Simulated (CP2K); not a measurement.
# PBE/DZVP on ZnS: a test of settings

Aim: start from a run with usual settings and see what each changed setting does to the results.

Computed with CP2K 2026.2 (PBE/DZVP, atoms fixed, no spin polarisation, unless a step's input says otherwise).

### Step 1. The starting structure

It takes space group P6_3mc (No. 186, hexagonal). Conventional cell: a = 3.805 Å, b = 3.805 Å, c = 6.244 Å, α = 90.00°, β = 90.00°, γ = 120.00°. Around Zn (site symmetry 3m) lie 4 S at 2.33 to 2.34 Å. Around S (site symmetry 3m) lie 4 Zn at 2.33 to 2.34 Å.

Coordinates:

```cif
data_structure
_symmetry_space_group_name_H-M 'P6_3mc'
_symmetry_Int_Tables_number 186
_cell_length_a 3.8055
_cell_length_b 3.8055
_cell_length_c 6.2440
_cell_angle_alpha 90.000
_cell_angle_beta 90.000
_cell_angle_gamma 120.000
_cell_volume 78.31
loop_
_atom_site_label
_atom_site_type_symbol
_atom_site_symmetry_multiplicity
_atom_site_Wyckoff_symbol
_atom_site_fract_x
_atom_site_fract_y
_atom_site_fract_z
_atom_site_occupancy
Zn1 Zn 2 b 0.33333 0.66667 0.00034 1
S1 S 2 b 0.33333 0.66667 0.37466 1
```

The structure type (wurtzite) is imposed and need not be the compound's stable one.

### Step 2. The reference run

A small atomic basis brings errors of its own in gap and pressure, and the grid adds noise to the pressure.

run.inp reads:

```
&GLOBAL
 PROJECT run
 RUN_TYPE ENERGY_FORCE
 PRINT_LEVEL LOW
&END GLOBAL
&FORCE_EVAL
 METHOD QS
 STRESS_TENSOR ANALYTICAL
 &DFT
  BASIS_SET_FILE_NAME BASIS_MOLOPT
  POTENTIAL_FILE_NAME GTH_POTENTIALS
  &QS
   EXTRAPOLATION USE_GUESS
  &END QS
  &MGRID
   CUTOFF 500
   REL_CUTOFF 50
  &END MGRID
  &XC
   &XC_FUNCTIONAL PBE
   &END XC_FUNCTIONAL
  &END XC
  &KPOINTS
   SCHEME MONKHORST-PACK 5 5 3
   SYMMETRY F
   FULL_GRID F
  &END KPOINTS
  &SCF
   ADDED_MOS 10
   EPS_SCF 1e-6
   MAX_SCF 80
   &DIAGONALIZATION
   &END DIAGONALIZATION
   &MIXING
    METHOD BROYDEN_MIXING
    ALPHA 0.3
   &END MIXING
   &SMEAR
    METHOD FERMI_DIRAC
    ELECTRONIC_TEMPERATURE [K] 232
   &END SMEAR
   &PRINT
    &ITERATION_INFO
    &END ITERATION_INFO
   &END PRINT
  &END SCF
  &PRINT
   &BAND_STRUCTURE
    FILE_NAME bands.bs
    ADDED_MOS 6
    &KPOINT_SET
     UNITS B_VECTOR
     SPECIAL_POINT 0.00000000 0.00000000 0.00000000
     NPOINTS 0
    &END KPOINT_SET
    &KPOINT_SET
     UNITS B_VECTOR
     SPECIAL_POINT 0.50000000 0.00000000 0.00000000
     NPOINTS 0
    &END KPOINT_SET
    &KPOINT_SET
     UNITS B_VECTOR
     SPECIAL_POINT 0.33333333 0.33333333 0.00000000
     NPOINTS 0
    &END KPOINT_SET
    &KPOINT_SET
     UNITS B_VECTOR
     SPECIAL_POINT 0.00000000 0.00000000 0.50000000
     NPOINTS 0
    &END KPOINT_SET
    &KPOINT_SET
     UNITS B_VECTOR
     SPECIAL_POINT 0.50000000 0.00000000 0.50000000
     NPOINTS 0
    &END KPOINT_SET
    &KPOINT_SET
     UNITS B_VECTOR
     SPECIAL_POINT 0.33333333 0.33333333 0.50000000
     NPOINTS 0
    &END KPOINT_SET
   &END BAND_STRUCTURE
  &END PRINT
 &END DFT
 &SUBSYS
  &CELL
   A 3.80545086 0.00000000 0.00000000
   B -1.90272543 3.29561712 0.00000000
   C 0.00000000 0.00000000 6.24399310
  &END CELL
  &COORD
   SCALED
   Zn 0.33333333 0.66666667 0.00033813
   Zn 0.66666667 0.33333333 0.50033813
   S 0.33333333 0.66666667 0.37466187
   S 0.66666667 0.33333333 0.87466187
  &END COORD
  &KIND Zn
   BASIS_SET DZVP-MOLOPT-SR-GTH
   POTENTIAL GTH-PBE
  &END KIND
  &KIND S
   BASIS_SET DZVP-MOLOPT-SR-GTH
   POTENTIAL GTH-PBE
  &END KIND
 &END SUBSYS
 &PRINT
  &STRESS_TENSOR
  &END STRESS_TENSOR
  &FORCES
  &END FORCES
 &END PRINT
&END FORCE_EVAL
```

Launch:

```sh
$ cp2k.psmp -i run.inp
```

The program printed (excerpt; [...] marks lines left out):

```text
[...]
 CP2K| version string:                                       CP2K version 2026.2
[...]
                             - Atoms:                                          4
[...]
                             - Spherical basis functions:                     76
[...]
 Number of electrons:                                                         36
[...]
     1 NoMix/Diag. 0.30E+00    0.8     1.63241436      -141.7617515992 -1.42E+02
[...]
    11 Broy./Diag. 0.30E+00    1.0     0.00000087      -141.5963339659  3.29E-08
  *** SCF run converged in    11 steps ***
[...]
  Overlap energy of the core charge distribution:               0.00000000320687
  Self energy of the core charge distribution:               -207.65969545707333
  Core Hamiltonian energy:                                     61.82856569089659
  Hartree energy:                                              26.83211731527770
  Exchange-correlation energy:                                -22.59732151825711
  Electronic entropic energy:                                  -0.00000000000001
  Fermi energy:                                                 0.18615801754181
  Total energy:                                              -141.59633396594927
  Total energy (extrapolated to T->0):                       -141.59633396594927
[...]
 ENERGY| Total FORCE_EVAL ( QS ) energy [hartree]           -141.596331995981473
 FORCES| Atomic forces [hartree/bohr]
 FORCES|   Atom     x               y               z               |f|
 FORCES|      1 -1.30609329E-06  7.48218212E-07  7.19721689E-04   7.19723263E-04
 FORCES|      2  1.30609499E-06 -7.49363138E-07  7.19975386E-04   7.19976960E-04
 FORCES|      3 -1.19644502E-06  6.85283821E-07 -2.40135446E-04   2.40139405E-04
 FORCES|      4  1.19644394E-06 -6.84138281E-07 -2.40551150E-04   2.40555098E-04
 FORCES| Sum     6.29278568E-13  6.13807416E-13  9.59010479E-04
 FORCES| Total atomic force                                       9.59010479E-04
 STRESS| Analytical stress tensor [bar]
 STRESS|                        x                   y                   z
 STRESS|      x        2.60321309359E+04   8.63887228306E-01   2.26478571528E-06
 STRESS|      y        8.63887228306E-01   2.60329985576E+04   2.45719050956E-03
 STRESS|      z        2.26478571528E-06   2.45719050956E-03   2.58764270661E+04
 STRESS| 1/3 Trace                                             2.59805188532E+04
 STRESS| Determinant                                           1.75363103968E+13
[...]
```

Wall time 15 s (2 threads of AMD EPYC 9R45 (Zen 5), shared host); peak memory 0.41 GiB.

Gap 2.19 eV; pressure 2.6 GPa.

### Step 3. Change: XC_FUNCTIONAL = OLYP

run.inp, as its differences from that of step 2:

```diff
@@ -19,3 +19,3 @@
   &XC
-   &XC_FUNCTIONAL PBE
+   &XC_FUNCTIONAL OLYP
    &END XC_FUNCTIONAL
```

Launch:

```sh
$ cp2k.psmp -i run.inp
```

The program printed (excerpt; [...] marks lines left out):

```text
[...]
 CP2K| version string:                                       CP2K version 2026.2
[...]
                             - Atoms:                                          4
[...]
                             - Spherical basis functions:                     76
[...]
 Number of electrons:                                                         36
[...]
     1 NoMix/Diag. 0.30E+00    0.8     1.65064979      -141.8778419137 -1.42E+02
[...]
    12 Broy./Diag. 0.30E+00    1.0     0.00000034      -141.7254659800  2.05E-06
  *** SCF run converged in    12 steps ***
[...]
  Overlap energy of the core charge distribution:               0.00000000320687
  Self energy of the core charge distribution:               -207.65969545707333
  Core Hamiltonian energy:                                     62.14839364220541
  Hartree energy:                                              26.61030034450993
  Exchange-correlation energy:                                -22.82446451281621
  Electronic entropic energy:                                  -0.00000000000000
  Fermi energy:                                                 0.19506402017651
  Total energy:                                              -141.72546597996731
  Total energy (extrapolated to T->0):                       -141.72546597996731
[...]
 ENERGY| Total FORCE_EVAL ( QS ) energy [hartree]           -141.725465495067283
 FORCES| Atomic forces [hartree/bohr]
 FORCES|   Atom     x               y               z               |f|
 FORCES|      1 -3.04794029E-06  1.75131637E-06  2.67922320E-03   2.67922551E-03
 FORCES|      2  3.04793798E-06 -1.75243625E-06  2.67774331E-03   2.67774562E-03
 FORCES|      3 -2.57210004E-06  1.47680742E-06 -5.01256396E-05   5.02133090E-05
 FORCES|      4  2.57212380E-06 -1.47570200E-06 -5.31460772E-05   5.32287426E-05
 FORCES| Sum     2.14461690E-11 -1.44592140E-11  5.25369479E-03
 FORCES| Total atomic force                                       5.25369479E-03
[...]
```

Wall time 16 s (2 threads of AMD EPYC 9R45 (Zen 5), shared host); peak memory 0.41 GiB.

Totals of another method or basis aren't compared here.

### Step 4. Change: XC_FUNCTIONAL = BLYP

run.inp, as its differences from that of step 3:

```diff
@@ -19,3 +19,3 @@
   &XC
-   &XC_FUNCTIONAL OLYP
+   &XC_FUNCTIONAL BLYP
    &END XC_FUNCTIONAL
```

Launch:

```sh
$ cp2k.psmp -i run.inp
```

The program printed (excerpt; [...] marks lines left out):

```text
[...]
 CP2K| version string:                                       CP2K version 2026.2
[...]
                             - Atoms:                                          4
[...]
                             - Spherical basis functions:                     76
[...]
 Number of electrons:                                                         36
[...]
     1 NoMix/Diag. 0.30E+00    0.7     1.61247816      -141.6815441862 -1.42E+02
[...]
    11 Broy./Diag. 0.30E+00    1.0     0.00000053      -141.5140916499  5.08E-06
  *** SCF run converged in    11 steps ***
[...]
  Overlap energy of the core charge distribution:               0.00000000320687
  Self energy of the core charge distribution:               -207.65969545707333
  Core Hamiltonian energy:                                     61.99707230819462
  Hartree energy:                                              26.70540807217055
  Exchange-correlation energy:                                -22.55687657641623
  Electronic entropic energy:                                  -0.00000000000002
  Fermi energy:                                                 0.20109433503704
  Total energy:                                              -141.51409164991756
  Total energy (extrapolated to T->0):                       -141.51409164991756
[...]
 ENERGY| Total FORCE_EVAL ( QS ) energy [hartree]           -141.514089902571357
 FORCES| Atomic forces [hartree/bohr]
 FORCES|   Atom     x               y               z               |f|
 FORCES|      1 -5.33419586E-07  3.02148800E-07  2.80329358E-04   2.80330028E-04
 FORCES|      2  5.33406989E-07 -3.03309756E-07  2.74719063E-04   2.74719748E-04
 FORCES|      3 -4.66958900E-07  2.64585289E-07 -3.24661721E-04   3.24662165E-04
 FORCES|      4  4.66977550E-07 -2.63430155E-07 -3.28440473E-04   3.28440911E-04
 FORCES| Sum     6.05323718E-12 -5.82275965E-12 -9.80537739E-05
 FORCES| Total atomic force                                       9.80537739E-05
[...]
```

Wall time 15 s (2 threads of AMD EPYC 9R45 (Zen 5), shared host); peak memory 0.41 GiB.

Totals of another method or basis aren't compared here.

### Step 5. Change: ELECTRONIC_TEMPERATURE = 50

run.inp, as its differences from that of step 4:

```diff
@@ -19,3 +19,3 @@
   &XC
-   &XC_FUNCTIONAL BLYP
+   &XC_FUNCTIONAL PBE
    &END XC_FUNCTIONAL
@@ -39,3 +39,3 @@
     METHOD FERMI_DIRAC
-    ELECTRONIC_TEMPERATURE [K] 232
+    ELECTRONIC_TEMPERATURE [K] 50
    &END SMEAR
```

Launch:

```sh
$ cp2k.psmp -i run.inp
```

The program printed (excerpt; [...] marks lines left out):

```text
[...]
 CP2K| version string:                                       CP2K version 2026.2
[...]
                             - Atoms:                                          4
[...]
                             - Spherical basis functions:                     76
[...]
 Number of electrons:                                                         36
[...]
     1 NoMix/Diag. 0.30E+00    0.7     1.63241436      -141.7617515992 -1.42E+02
[...]
    11 Broy./Diag. 0.30E+00    1.0     0.00000087      -141.5963339659  3.29E-08
  *** SCF run converged in    11 steps ***
[...]
  Overlap energy of the core charge distribution:               0.00000000320687
  Self energy of the core charge distribution:               -207.65969545707333
  Core Hamiltonian energy:                                     61.82856569089615
  Hartree energy:                                              26.83211731527780
  Exchange-correlation energy:                                -22.59732151825689
  Electronic entropic energy:                                  -0.00000000000000
  Fermi energy:                                                 0.18615801754181
  Total energy:                                              -141.59633396594938
  Total energy (extrapolated to T->0):                       -141.59633396594938
[...]
 ENERGY| Total FORCE_EVAL ( QS ) energy [hartree]           -141.596331995981643
 FORCES| Atomic forces [hartree/bohr]
 FORCES|   Atom     x               y               z               |f|
 FORCES|      1 -1.30609328E-06  7.48218209E-07  7.19721689E-04   7.19723263E-04
 FORCES|      2  1.30609499E-06 -7.49363139E-07  7.19975386E-04   7.19976960E-04
 FORCES|      3 -1.19644502E-06  6.85283820E-07 -2.40135446E-04   2.40139405E-04
 FORCES|      4  1.19644394E-06 -6.84138281E-07 -2.40551150E-04   2.40555098E-04
 FORCES| Sum     6.31120848E-13  6.09484166E-13  9.59010479E-04
 FORCES| Total atomic force                                       9.59010479E-04
[...]
```

Wall time 14 s (2 threads of AMD EPYC 9R45 (Zen 5), shared host); peak memory 0.41 GiB.

Against the reference run the gap moves by 0.00 eV and the energy by 0.0 meV/atom.

### Step 6. Change: KPOINTS = 2x2x2

run.inp, as its differences from that of step 5:

```diff
@@ -23,3 +23,3 @@
   &KPOINTS
-   SCHEME MONKHORST-PACK 5 5 3
+   SCHEME MONKHORST-PACK 2 2 2
    SYMMETRY F
@@ -39,3 +39,3 @@
     METHOD FERMI_DIRAC
-    ELECTRONIC_TEMPERATURE [K] 50
+    ELECTRONIC_TEMPERATURE [K] 232
    &END SMEAR
```

Launch:

```sh
$ cp2k.psmp -i run.inp
```

The program printed (excerpt; [...] marks lines left out):

```text
[...]
 CP2K| version string:                                       CP2K version 2026.2
[...]
                             - Atoms:                                          4
[...]
                             - Spherical basis functions:                     76
[...]
 Number of electrons:                                                         36
[...]
     1 NoMix/Diag. 0.30E+00    0.4     1.99710767      -141.7617515992 -1.42E+02
[...]
    12 Broy./Diag. 0.30E+00    0.7     0.00000022      -141.6089841863  2.50E-06
  *** SCF run converged in    12 steps ***
[...]
  Overlap energy of the core charge distribution:               0.00000000320687
  Self energy of the core charge distribution:               -207.65969545707333
  Core Hamiltonian energy:                                     61.79489674953967
  Hartree energy:                                              26.84754079477370
  Exchange-correlation energy:                                -22.59172627671776
  Electronic entropic energy:                                  -0.00000000000000
  Fermi energy:                                                 0.23549563402953
  Total energy:                                              -141.60898418627085
  Total energy (extrapolated to T->0):                       -141.60898418627085
[...]
 ENERGY| Total FORCE_EVAL ( QS ) energy [hartree]           -141.608983515370113
 FORCES| Atomic forces [hartree/bohr]
 FORCES|   Atom     x               y               z               |f|
 FORCES|      1  3.41437382E-03 -1.97128017E-03 -5.81836564E-04   3.98527639E-03
 FORCES|      2 -3.41437019E-03  1.97127272E-03 -5.81622406E-04   3.98523833E-03
 FORCES|      3  1.75752937E-03 -1.01469549E-03  1.06140505E-03   2.29021770E-03
 FORCES|      4 -1.75753298E-03  1.01470293E-03  1.06099043E-03   2.29003164E-03
 FORCES| Sum     2.60315016E-11 -1.15979830E-11  9.58936512E-04
 FORCES| Total atomic force                                       9.58936512E-04
[...]
```

Run time: 12 s. Hardware: 2 threads of AMD EPYC 9R45 (Zen 5), shared host; peak memory 0.4 GiB.

Against the reference run the gap moves by 0.00 eV and the energy by -86.1 meV/atom.

### Step 7. Change: KPOINTS = 7x7x7

run.inp, as its differences from that of step 6:

```diff
@@ -23,3 +23,3 @@
   &KPOINTS
-   SCHEME MONKHORST-PACK 2 2 2
+   SCHEME MONKHORST-PACK 7 7 7
    SYMMETRY F
```

Launch:

```sh
$ cp2k.psmp -i run.inp
```

The program printed (excerpt; [...] marks lines left out):

```text
[...]
 CP2K| version string:                                       CP2K version 2026.2
[...]
                             - Atoms:                                          4
[...]
                             - Spherical basis functions:                     76
[...]
 Number of electrons:                                                         36
[...]
     1 NoMix/Diag. 0.30E+00    1.7     1.63105879      -141.7617515992 -1.42E+02
[...]
    11 Broy./Diag. 0.30E+00    1.9     0.00000099      -141.5968223544 -2.59E-07
  *** SCF run converged in    11 steps ***
[...]
  Overlap energy of the core charge distribution:               0.00000000320687
  Self energy of the core charge distribution:               -207.65969545707333
  Core Hamiltonian energy:                                     61.82517733411054
  Hartree energy:                                              26.83400118493882
  Exchange-correlation energy:                                -22.59630541962204
  Electronic entropic energy:                                  -0.00000000000000
  Fermi energy:                                                 0.16139263164967
  Total energy:                                              -141.59682235443913
  Total energy (extrapolated to T->0):                       -141.59682235443913
[...]
 ENERGY| Total FORCE_EVAL ( QS ) energy [hartree]           -141.596820136804638
 FORCES| Atomic forces [hartree/bohr]
 FORCES|   Atom     x               y               z               |f|
 FORCES|      1 -1.30470000E-06  7.47176209E-07  6.48863867E-04   6.48865609E-04
 FORCES|      2  1.30470169E-06 -7.47852515E-07  6.49112141E-04   6.49113883E-04
 FORCES|      3 -1.19528676E-06  6.83715848E-07 -1.69349050E-04   1.69354649E-04
 FORCES|      4  1.19528570E-06 -6.83038739E-07 -1.69766650E-04   1.69772232E-04
 FORCES| Sum     6.36662707E-13  8.03864078E-13  9.58860308E-04
 FORCES| Total atomic force                                       9.58860308E-04
[...]
```

Wall time 25 s (2 threads of AMD EPYC 9R45 (Zen 5), shared host); peak memory 0.48 GiB.

Against the reference run the gap moves by 0.00 eV and the energy by -3.3 meV/atom.

### Step 8. Change: MAX_SCF = 4

run.inp, as its differences from that of step 7:

```diff
@@ -23,3 +23,3 @@
   &KPOINTS
-   SCHEME MONKHORST-PACK 7 7 7
+   SCHEME MONKHORST-PACK 5 5 3
    SYMMETRY F
@@ -30,3 +30,3 @@
    EPS_SCF 1e-6
-   MAX_SCF 80
+   MAX_SCF 4
    &DIAGONALIZATION
```

Launch:

```sh
$ cp2k.psmp -i run.inp
```

The program printed:

```text
[... start of the log left out ...]
  Exchange-correlation energy:                                -22.59624903847186
  Electronic entropic energy:                                  -0.00000000000002
  Fermi energy:                                                 0.18648308892981

  Total energy:                                              -141.59182011109149
  Total energy (extrapolated to T->0):                       -141.59182011109149

 *******************************************************************************
 *   ___                                                                       *
 *  /   \                                                                      *
 * [ABORT]                                                                     *
 *  \___/     SCF run NOT converged. To continue the calculation regardless,   *
 *    |             please set the keyword IGNORE_CONVERGENCE_FAILURE.         *
 *  O/|                                                                        *
 * /| |                                                                        *
 *******************************************************************************

 ===== Routine Calling Stack =====

            4 scf_env_do_scf
            3 qs_energies
            2 qs_forces
            1 CP2K
--------------------------------------------------------------------------
MPI_ABORT was invoked on rank 0 in communicator MPI_COMM_WORLD
  Proc: [[1844,0],0]
  Errorcode: 1

NOTE: invoking MPI_ABORT causes Open MPI to kill all MPI processes.
You may or may not see output from other processes, depending on
exactly when Open MPI kills them.
--------------------------------------------------------------------------
```

Run time: 5.1 s. Hardware: 2 threads of AMD EPYC 9R45 (Zen 5), shared host; peak memory 0.39 GiB.

The run did not converge: «SCF run NOT converged».

### Step 9. Results

| change | ends | gap (eV) | energy (meV/atom) | pressure (GPa) | time |
| --- | --- | --- | --- | --- | --- |
| none | converged | 2.19 | 0 | 2.6 | 15 s |
| XC_FUNCTIONAL = OLYP | converged | +0.41 | – | +1.2 | 16 s |
| XC_FUNCTIONAL = BLYP | converged | +0.06 | – | +4.2 | 15 s |
| ELECTRONIC_TEMPERATURE = 50 | converged | 0.00 | 0.0 | 0.0 | 14 s |
| KPOINTS = 2x2x2 | converged | 0.00 | -86.1 | -0.8 | 12 s |
| KPOINTS = 7x7x7 | converged | 0.00 | -3.3 | 0.0 | 25 s |
| MAX_SCF = 4 | not converged | – | – | – | 5.1 s |

The first row holds values, the others changes from it. Keys are the program's: temperature in eV (tblite) or K (CP2K), cutoffs in Ry, CUTOFP in Å. Among the numerical settings, KPOINTS = 2x2x2 moves the energy most (-86.1 meV/atom). 1 of the 6 changes gave no result. The changed runs test settings; they are no properties of the crystal.
